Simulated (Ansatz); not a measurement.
# FGe2H5S: basis-set convergence

One table from this session's results is given with a row withheld; the runs are named, their logs left out.

The runs use Ansatz 0.2.0, Gaussian basis; one geometry, several basis sets.

Plan: PBE0-D4/def2-SVP; ωB97M-V/def2-SVP; PBE0-D4/def2-QZVPP; ωB97M-V/def2-QZVPP; the functionals' def2-TZVPP values are taken from earlier runs.

## The geometry

An earlier PBE0-D4 in a triple-zeta def2 set relaxation fixed the geometry.

9 atoms, charge 0, spin multiplicity 1.

Atoms are counted from 1 here; the program's logs count them from 0.

Bond lengths: F1–Ge2 1.744 Å, Ge2–S3 2.194 Å, Ge2–H5 1.534 Å, Ge2–H6 1.532 Å, S3–Ge4 2.235 Å, Ge4–H7 1.536 Å, Ge4–H8 1.532 Å, Ge4–H9 1.533 Å. Angles: F1–Ge2–S3 108.3°, F1–Ge2–H5 104.4°, F1–Ge2–H6 107.1°, S3–Ge2–H5 112.5°, S3–Ge2–H6 108.8°, H5–Ge2–H6 115.3°, Ge2–S3–Ge4 98.3°, S3–Ge4–H7 108.6°, S3–Ge4–H8 109.8°, S3–Ge4–H9 105.5°, H7–Ge4–H8 110.7°, H7–Ge4–H9 111.1°, H8–Ge4–H9 111.0°.

The first run:

The input, in.yaml:

```yaml
crystal:
  periodic: [false, false, false]
  atoms:
    - {symbol: F, position_ang: [1.000510, 1.675974, -1.149448]}
    - {symbol: Ge, position_ang: [-0.626168, 1.047961, -1.140806]}
    - {symbol: S, position_ang: [-0.521916, -1.128097, -0.881472]}
    - {symbol: Ge, position_ang: [0.533825, -1.168782, 1.088157]}
    - {symbol: H, position_ang: [-1.299941, 1.747989, 0.046568]}
    - {symbol: H, position_ang: [-1.234819, 1.352905, -2.512705]}
    - {symbol: H, position_ang: [0.032334, 0.008337, 1.938509]}
    - {symbol: H, position_ang: [2.047227, -1.071507, 0.867720]}
    - {symbol: H, position_ang: [0.157449, -2.510976, 1.726277]}
basis:
  gaussian: {orbitals: def2-SVP}
hamiltonian: {xc: pbe0, dispersion: d4}
output: {orbitals: {seedname: orbitals}}
```

Started as:

```console
$ ansatz run in.yaml --threads 4 --pin off --events-out ev --progress --plain --max-ram 10444MiB
```

Steps of the session up to this table: PBE0-D4 in def2-SVP; ωB97M-V in def2-SVP; PBE0-D4 in def2-QZVPP; ωB97M-V in def2-QZVPP.

One table of the session follows, with a row left open; its other results are not shown here.

It belongs to the step «Density functionals: the series». 

| functional | basis | HOMO (eV) | LUMO (eV) |
| --- | --- | --- | --- |
| PBE0-D4 | def2-SVP | -7.58 | -0.20 |
| PBE0-D4 | def2-TZVPP | ? | ? |
| PBE0-D4 | def2-QZVPP | -7.67 | -0.55 |
| ωB97M-V | def2-SVP | -9.69 | 1.72 |
| ωB97M-V | def2-TZVPP | -9.81 | 1.47 |
| ωB97M-V | def2-QZVPP | -9.83 | 1.06 |

Q: Estimate the row for PBE0-D4, def2-TZVPP from the others.

**Answer.** HOMO (eV): -7.65; LUMO (eV): -0.37. In the column «HOMO (eV)» it lies between PBE0-D4, def2-QZVPP (-7.67) and PBE0-D4, def2-SVP (-7.58).
